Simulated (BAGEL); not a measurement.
**B3LYP/6-31G(d) (density fitting with qzvpp-jkfit, spherical functions) run of CH3NO2Si (SMILES N#C[SiH](O)O)**

What is the energy change on altering one bond length of CH3NO2Si at B3LYP/6-31G* (density fitting with qzvpp-jkfit, spherical functions)? 

The calculation is run with BAGEL 1.2.2.

6 further runs of the same task are left out: 6 that didn't finish. Runs told in other sessions of the task aren't counted.

### Step 1. The molecule

The species is CH3NO2Si (8 atoms), meant as a singlet with charge 0. SMILES: `N#C[SiH](O)O`. The coordinates come from a GFN2-xTB relaxation. This is one conformer, not always the lowest.

Bond lengths: N1–C2 1.145 Å, C2–Si3 1.879 Å, Si3–O4 1.619 Å, Si3–O5 1.619 Å, Si3–H6 1.442 Å, O4–H7 0.953 Å, O5–H8 0.953 Å. Angles: N1–C2–Si3 179.8°, C2–Si3–O4 108.5°, C2–Si3–O5 108.4°, O4–Si3–O5 115.3°, C2–Si3–H6 113.5°, O4–Si3–H6 105.4°, O5–Si3–H6 105.8°, Si3–O4–H7 126.2°, Si3–O5–H8 126.2°.

### Step 2. The energy at B3LYP/6-31G(d) (density fitting with qzvpp-jkfit, spherical functions)

job.json reads:

```json
{ "bagel" : [

{
  "title" : "molecule",
  "basis" : "6-31gs.json",
  "df_basis" : "qzvpp-jkfit",
  "angstrom" : true,
  "geometry" : [
    { "atom" : "N", "xyz" : [    0.977550,   -1.875150,    1.633010 ] },
    { "atom" : "C", "xyz" : [    0.561850,   -0.972180,    1.064260 ] },
    { "atom" : "Si", "xyz" : [   -0.120290,    0.505610,    0.124790 ] },
    { "atom" : "O", "xyz" : [    0.940530,    0.914920,   -1.027160 ] },
    { "atom" : "O", "xyz" : [   -1.606230,    0.136160,   -0.402310 ] },
    { "atom" : "H", "xyz" : [   -0.273860,    1.685710,    0.939950 ] },
    { "atom" : "H", "xyz" : [    1.411810,    0.315080,   -1.597800 ] },
    { "atom" : "H", "xyz" : [   -1.891360,   -0.710150,   -0.734740 ] }
  ]
},
{
  "title" : "ks",
  "xc_func" : "b3lyp"
},
{
  "title" : "print",
  "file" : "orbitals.molden",
  "orbitals" : true
}

]}
```

The basis set 6-31G* is read from a file made from the Basis Set Exchange's data (not shown).

On the command line:

```bash
BAGEL_NUM_THREADS=1 BAGEL job.json > job.out
```

Log:

```text
* using 1 threads per process

  ===============================================================
  ===============================================================

  *** Geometry ***

  { "atom" : "N", "xyz" : [      1.847302,     -3.543520,      3.085942 ] },
  { "atom" : "C", "xyz" : [      1.061743,     -1.837154,      2.011160 ] },
  { "atom" : "Si", "xyz" : [     -0.227315,      0.955464,      0.235819 ] },
  { "atom" : "O", "xyz" : [      1.777344,      1.728948,     -1.941051 ] },
  { "atom" : "O", "xyz" : [     -3.035335,      0.257305,     -0.760256 ] },
  { "atom" : "H", "xyz" : [     -0.517520,      3.185530,      1.776248 ] },
  { "atom" : "H", "xyz" : [      2.667934,      0.595415,     -3.019404 ] },
  { "atom" : "H", "xyz" : [     -3.574152,     -1.341989,     -1.388457 ] },

  Number of auxiliary basis functions:      488

  Since a DF basis is specified, we compute 2- and 3-index integrals:
    o Being stored without compression. Storage requirement is 0.025 GB

  Number of basis functions:       80
  Number of electrons      :       46

    * METHOD: MOLECULE                             0.40

  *** Kohn-Sham DFT ***

    * Removing 14457 points whose weight is below 1.00e-10
    * Grid points: 104791

  === Nuclear Repulsion ===
   212.0715271876

       - DIIS with orbital gradients will be used.

  === KS iteration (b3lyp / 6-31gs.json) ===
      0       -487.32188652          0.16889499           0.52
      1       -288.13175583          0.18900613           0.49
      2       -386.19025178          0.15542517           0.49
      3       -523.76215587          0.12680253           0.49
      4       -531.62321210          0.07357708           0.49
      5       -534.40307839          0.02501408           0.49
      6       -534.62733235          0.00924043           0.49
      7       -534.65039506          0.00563591           0.49
      8       -534.65977524          0.00274708           0.49
      9       -534.66247394          0.00088211           0.48
     10       -534.66276301          0.00011593           0.49
     11       -534.66276817          0.00002791           0.49
     12       -534.66276829          0.00002385           0.49
     13       -534.66276853          0.00000322           0.49
     14       -534.66276853          0.00000138           0.50
     15       -534.66276853          0.00000016           0.49
     16       -534.66276853          0.00000016           0.49
     17       -534.66276853          0.00000006           0.49
     18       -534.66276853          0.00000001           0.49
     19       -534.66276853          0.00000001           0.49
    * SCF iteration converged.

    * Permanent dipole moment:
           (    0.272177,     0.040786,     1.052520) a.u.

    * METHOD: KS                                  10.61

    * METHOD: PRINT                                0.03

  ===============================================================
```

Run time: 11 s. Hardware: 1 thread of Arm Neoverse N1, shared host; peak memory 0.41 GiB.

### Step 3. The distorted shape

input.json reads:

```json
{ "bagel" : [

{
  "title" : "molecule",
  "basis" : "6-31gs.json",
  "df_basis" : "qzvpp-jkfit",
  "angstrom" : true,
  "geometry" : [
    { "atom" : "N", "xyz" : [       1.054335,      -2.465202,       1.225429 ] },
    { "atom" : "C", "xyz" : [       0.638635,      -1.562232,       0.656679 ] },
    { "atom" : "Si", "xyz" : [      -0.043505,      -0.084442,      -0.282791 ] },
    { "atom" : "O", "xyz" : [       1.017315,       0.324868,      -1.434741 ] },
    { "atom" : "O", "xyz" : [      -1.529445,      -0.453892,      -0.809891 ] },
    { "atom" : "H", "xyz" : [      -0.273860,       1.685710,       0.939950 ] },
    { "atom" : "H", "xyz" : [       1.488595,      -0.274972,      -2.005381 ] },
    { "atom" : "H", "xyz" : [      -1.814575,      -1.300202,      -1.142321 ] }
  ]
},

{ "title" : "ks", "xc_func" : "b3lyp" },

{ "title" : "print", "file" : "orbitals.molden", "orbitals" : true }

]}
```

The basis set 6-31G* is read from a file made from the Basis Set Exchange's data (not shown).

On the command line:

```bash
BAGEL_NUM_THREADS=1 BAGEL input.json > input.out
```

Log:

```text
* using 1 threads per process

  ===============================================================
  ===============================================================

  *** Geometry ***

  { "atom" : "N", "xyz" : [      1.992404,     -4.658557,      2.315725 ] },
  { "atom" : "C", "xyz" : [      1.206845,     -2.952191,      1.240943 ] },
  { "atom" : "Si", "xyz" : [     -0.082213,     -0.159572,     -0.534398 ] },
  { "atom" : "O", "xyz" : [      1.922447,      0.613912,     -2.711268 ] },
  { "atom" : "O", "xyz" : [     -2.890232,     -0.857732,     -1.530472 ] },
  { "atom" : "H", "xyz" : [     -0.517520,      3.185530,      1.776248 ] },
  { "atom" : "H", "xyz" : [      2.813037,     -0.519622,     -3.789621 ] },
  { "atom" : "H", "xyz" : [     -3.429050,     -2.457026,     -2.158674 ] },

  Number of auxiliary basis functions:      488

  Since a DF basis is specified, we compute 2- and 3-index integrals:
    o Being stored without compression. Storage requirement is 0.025 GB

  Number of basis functions:       80
  Number of electrons      :       46

    * METHOD: MOLECULE                             0.40

  *** Kohn-Sham DFT ***

    * Removing 13909 points whose weight is below 1.00e-10
    * Grid points: 105339

  === Nuclear Repulsion ===
   209.3173725311

       - DIIS with orbital gradients will be used.

  === KS iteration (b3lyp / 6-31gs.json) ===
      0       -497.17542577          0.15888519           0.53
      1       -332.26880398          0.20401369           0.50
      2       -384.10716666          0.16001126           0.50
      3       -515.61834627          0.15406526           0.49
      4       -530.36008454          0.08061302           0.49
      5       -534.38626477          0.01903340           0.49
      6       -528.85646948          0.09015330           0.49
      7       -534.18619564          0.02795587           0.50
      8       -534.56877989          0.00544234           0.49
      9       -534.57929184          0.00417837           0.49
     10       -534.58788602          0.00064078           0.49
     11       -534.58783367          0.00087760           0.49
     12       -534.58812456          0.00010346           0.49
     13       -534.58813127          0.00004657           0.50
     14       -534.58813247          0.00001670           0.50
     15       -534.58813259          0.00000282           0.51
     16       -534.58813259          0.00000219           0.50
     17       -534.58813260          0.00000086           0.50
     18       -534.58813260          0.00000085           0.50
     19       -534.58813260          0.00000015           0.50
     20       -534.58813260          0.00000006           0.49
     21       -534.58813260          0.00000004           0.50
     22       -534.58813260          0.00000001           0.50
    * SCF iteration converged.

    * Permanent dipole moment:
           (    0.223110,     0.370781,     1.256279) a.u.

    * METHOD: KS                                  12.27

    * METHOD: PRINT                                0.03

  ===============================================================
```

It took 13 s on 1 thread of Arm Neoverse N1, shared host; peak memory 0.41 GiB.

### Step 4. Summary of results

At B3LYP/6-31G* (density fitting with qzvpp-jkfit, spherical functions):

```
                                                          quantity          value
                                         first shape: total energy  -534.66277 Eh
                                        first shape: dipole moment         2.77 D
                                          first shape: HOMO energy       -9.18 eV
                                          first shape: LUMO energy       -0.53 eV
                                        first shape: HOMO–LUMO gap        8.65 eV
                                     distorted shape: total energy  -534.58813 Eh
                                    distorted shape: dipole moment         3.38 D
                                      distorted shape: HOMO energy       -8.25 eV
                                      distorted shape: LUMO energy       -1.59 eV
                                    distorted shape: HOMO–LUMO gap        6.66 eV
energy change with the Si3–H6 bond stretched from 1.442 to 2.164 Å       2.031 eV
```

**Reading.** With the Si3–H6 bond stretched from 1.442 to 2.164 Å the energy rises by 2.03 eV (47 kcal/mol). The first shape isn't relaxed at this level, so the change isn't measured from a minimum.
